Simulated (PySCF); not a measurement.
# CH4BrClGa: the cost of one run

Computed with PySCF 2.14.0 and routines of our own; the level stands in each step. Atoms count from 0.

### Step 1. The starting structure

8 atoms, charge -1, multiplicity 1; geometry from: GFN2-xTB.

### Step 2. Magnetic properties: GIAO HF/aug-pcSseg-1

What the job is given:

```
{"job": {"kind": "mag", "xc": "HF", "basis": "aug-pcSseg-1", "isotopologues": 4}, "charge": -1, "multiplicity": 1}
Cl    -1.326301     1.276413     1.083343
C     -1.076572     0.071221    -0.234358
Ga     0.885207    -0.380017     0.118626
Br     2.180066     1.288529    -0.789240
H     -1.832596    -0.703033    -0.065868
H     -1.358371     0.591771    -1.157658
H      1.210784    -0.435945     1.638337
H      1.326840    -1.699527    -0.617747
```

With the program's defaults for keys left out, this is: GIAO HF/aug-pcSseg-1 magnetisability, rotational g tensor and spin-rotation constants, non-relativistic, gas phase.

Launch:

```sh
> OMP_NUM_THREADS=1 python excited_run.py task.json out
```

The driver reads the jobs from task.json and runs them one after another.

Q: Estimate the wall time and peak memory of this first job on 1 thread of Arm Neoverse N1, shared host.

About 40 s, with a peak of 0.93 GiB.
